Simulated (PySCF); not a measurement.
# [Cs3]+: other functionals and bases at one geometry

One table from this session's results is given with a row withheld; the runs are named, their logs left out.

Method: several levels, as the steps say, no spin–orbit coupling; program: PySCF 2.14.0.

3 further runs of the same task are left out: 1 for a known fault of the program, 2 that didn't finish.

**The system as given**

3 atoms, charge 1, spin multiplicity 1.

No contacts short enough for the rule that draws bonds.

Coordinates:

| atom | x (Å) | y (Å) | z (Å) |
| --- | --- | --- | --- |
| Cs1 | 3.10231 | -0.00001 | 0.00000 |
| Cs2 | -1.55115 | 2.68669 | 0.00000 |
| Cs3 | -1.55116 | -2.68668 | 0.00000 |

An earlier session relaxed this geometry at r2SCAN, Cs def2-SVP with ECP46 (singlet, point group D3h).

At r2SCAN on the finer grid: E = -60.353778 Eh, HOMO -5.04 eV, LUMO -3.88 eV, Mulliken charge on Cs1 +0.33 e, largest force component 0.001 eV/Å. 

Levels to run: revPBE; TPSSh; BP86; HF; r2SCAN, TZVP; r2SCAN, x2c-SVP. Hardware: 2 threads of Arm Neoverse V1, shared host.

The first run:

The input, run.py (the lines that set the calculation):

```python
mol = gto.M(atom='''
Cs     3.10231    -0.00001     0.00000
Cs    -1.55115     2.68669     0.00000
Cs    -1.55116    -2.68668     0.00000''',
    basis={'Cs': 'def2-SVP'},
    ecp={'Cs': 'def2-SVP'},
    charge=1, spin=0)
mf = dft.RKS(mol, xc='PBE_R,PBE')
mf.grids.atom_grid = (75, 302)
mf = mf.density_fit()  # fitting sets: Cs def2-universal-JKFIT
mf.conv_tol = 1e-08; mf.max_cycle = 55
mf.kernel(dm0)  # dm0: the density of the relaxed state
```

Command:

```sh
$ OMP_NUM_THREADS=2 python run.py
```

Steps of the session up to this table: revPBE; TPSSh; BP86; HF; r2SCAN, TZVP; r2SCAN, x2c-SVP.

One table of the session follows, with a row left open; its other results are not shown here.

| level | HOMO (eV) | gap (eV) | largest force component (eV/Å) |
| --- | --- | --- | --- |
| r2SCAN (relaxed here) | -5.04 | 1.16 | 0.00 |
| revPBE | -5.14 | 0.98 | 0.00 |
| TPSSh | -5.21 | 1.34 | 0.01 |
| BP86 | -5.29 | 0.99 | 0.04 |
| HF | -5.93 | 3.62 | 0.09 |
| r2SCAN, TZVP | -5.03 | 1.12 | 0.01 |
| r2SCAN, x2c-SVP | ? | ? | ? |

**Question.** Estimate the row for r2SCAN, x2c-SVP.

As computed: HOMO (eV): -5.00; gap (eV): 1.15; largest force component (eV/Å): 0.03. In the column «HOMO (eV)» it is the highest.

In one basis the HOMO–LUMO gap runs from 0.98 eV (revPBE) to 3.62 eV (HF). The largest leftover force, 0.09 eV/Å with HF, stands at a geometry relaxed at another level. Total energies of different levels can't be compared.
